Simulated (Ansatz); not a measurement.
# HfHCl3O (SMILES Cl[Hf](Cl)(Cl)O): revPBE/def2-SVP (core potential)

Aim: the energy change on altering one bond length of HfHCl3O at revPBE/def2-SVP (core potential), from 2 runs. 

Program for the calculation: Ansatz 0.2.0.

1 further run of the same task is left out (it didn't finish).

**1. The structure to begin with**

HfHCl3O has 6 atoms, charge 0, and is taken as a singlet. SMILES: `Cl[Hf](Cl)(Cl)O`. Geometry: relaxed at PBE0-D4/def2-TZVP.

Bond lengths: Cl1–Hf2 2.337 Å, Hf2–Cl3 2.337 Å, Hf2–Cl4 2.337 Å, Hf2–O5 1.881 Å, O5–H6 0.953 Å. Angles: Cl1–Hf2–Cl3 109.7°, Cl1–Hf2–Cl4 109.7°, Cl1–Hf2–O5 109.2°, Cl3–Hf2–Cl4 109.7°, Cl3–Hf2–O5 109.2°, Cl4–Hf2–O5 109.2°, Hf2–O5–H6 179.9°.

**2. A single-point energy at revPBE/def2-SVP (core potential)**

job.yaml reads:

```yaml
crystal:
  periodic: [false, false, false]
  atoms:
    - symbol: Cl
      position_ang: [0.876760, -0.101050, -2.336560]
    - symbol: Hf
      position_ang: [-0.022850, -0.350510, -0.194310]
    - symbol: Cl
      position_ang: [-2.262380, -0.999350, -0.349730]
    - symbol: Cl
      position_ang: [1.185990, -1.965090, 0.985740]
    - symbol: O
      position_ang: [0.084060, 1.291990, 0.717110]
    - symbol: H
      position_ang: [0.138420, 2.124020, 1.177740]
basis:
  gaussian: {orbitals: def2-SVP}
hamiltonian: {xc: {name: revPBE}}
accuracy: high
output: {orbitals: {seedname: orbitals}}
```

Run with:

```sh
$ ansatz run job.yaml --threads 1 --pin off --max-ram 3480MiB --events-out events.jsonl --progress --plain --runs-dir runs
```

The program printed:

```text
Warning: RAYON_NUM_THREADS=1 ignored (pool sized by the plan → 1); use --threads N
Functional definition: revPBE
  name "revPBE"
  parameter kappa = 1.245
  parameter beta = 0.06672455060314922
  exchange = pbe_x(kappa = kappa, mu = beta*pi^2/3)
  correlation = pbe_c(beta = beta)
2132 factors; integrals over basis functions are off by at most 4.0e-9 eV
mean field evaluation 1: about -40920.3875 eV, gradient 6.0e1 eV
mean field evaluation 2: about -40830.0592 eV, gradient 2.0e2 eV
mean field evaluation 4: about -40926.4578 eV, gradient 1.3e1 eV
mean field evaluation 8: about -40926.9025 eV, gradient 7.6e-1 eV
mean field evaluation 16: about -40926.9040 eV, gradient 2.2e-5 eV
mean field -40926.90404014 eV, -1504.0359822232 hartree, gradient 2.4e-8 eV, S^2 0.000000; 0 other end points of the search recorded, 0 dependent functions left out
reference -40926.90404743 eV, -1504.0359824913 hartree; 36, 36 occupied and 69, 69 virtual orbitals, 2132 factors
Total energy: -40926.90404743 eV, -1504.0359824913 hartree
```

Wall time 11 s (1 thread of Arm Neoverse V2, shared host); peak memory 0.3 GiB.

**3. The distorted shape**

input.yaml reads:

```yaml
crystal:
  periodic: [false, false, false]
  atoms:
    - {symbol: Cl, position_ang: [1.011720, -0.063626, -2.657942]}
    - {symbol: Hf, position_ang: [-0.022850, -0.350510, -0.194310]}
    - {symbol: Cl, position_ang: [-2.262380, -0.999350, -0.349730]}
    - {symbol: Cl, position_ang: [1.185990, -1.965090, 0.985740]}
    - {symbol: O, position_ang: [0.084060, 1.291990, 0.717110]}
    - {symbol: H, position_ang: [0.138420, 2.124020, 1.177740]}
basis:
  gaussian: {orbitals: def2-SVP}
hamiltonian: {xc: {name: revPBE}}
accuracy: high
output: {orbitals: {seedname: orbitals}}
```

Run with:

```sh
$ ansatz run input.yaml --threads 1 --pin off --max-ram 3480MiB --events-out events.jsonl --progress --plain --runs-dir runs
```

The program printed:

```text
Warning: RAYON_NUM_THREADS=1 ignored (pool sized by the plan → 1); use --threads N
Functional definition: revPBE
  name "revPBE"
  parameter kappa = 1.245
  parameter beta = 0.06672455060314922
  exchange = pbe_x(kappa = kappa, mu = beta*pi^2/3)
  correlation = pbe_c(beta = beta)
2115 factors; integrals over basis functions are off by at most 4.0e-9 eV
mean field evaluation 1: about -40919.4724 eV, gradient 6.1e1 eV
mean field evaluation 2: about -40805.3693 eV, gradient 2.2e2 eV
mean field evaluation 4: about -40925.9722 eV, gradient 1.3e1 eV
mean field evaluation 8: about -40926.4318 eV, gradient 5.5e-1 eV
mean field evaluation 16: about -40926.4326 eV, gradient 5.9e-5 eV
mean field -40926.43259222 eV, -1504.0186568318 hartree, gradient 4.5e-8 eV, S^2 0.000000; 0 other end points of the search recorded, 0 dependent functions left out
reference -40926.43259964 eV, -1504.0186571042 hartree; 36, 36 occupied and 69, 69 virtual orbitals, 2115 factors
Total energy: -40926.43259964 eV, -1504.0186571042 hartree
```

It took 11 s on 1 thread of Arm Neoverse V2, shared host; peak memory 0.3 GiB.

**4. Outcome**

Level: revPBE/def2-SVP (core potential).

| quantity | value |
| --- | --- |
| first shape: total energy | -1504.03598 Eh |
| first shape: HOMO energy | -7.81 eV |
| first shape: LUMO energy | -2.07 eV |
| first shape: HOMO–LUMO gap | 5.73 eV |
| distorted shape: total energy | -1504.01866 Eh |
| distorted shape: HOMO energy | -7.01 eV |
| distorted shape: LUMO energy | -2.62 eV |
| distorted shape: HOMO–LUMO gap | 4.39 eV |
| energy change with the Cl1–Hf2 bond stretched from 2.337 to 2.687 Å | 0.471 eV |

**Reading.** With the Cl1–Hf2 bond stretched from 2.337 to 2.687 Å the energy rises by 0.47 eV (10.9 kcal/mol). The first shape isn't relaxed at this level, so the change isn't measured from a minimum.
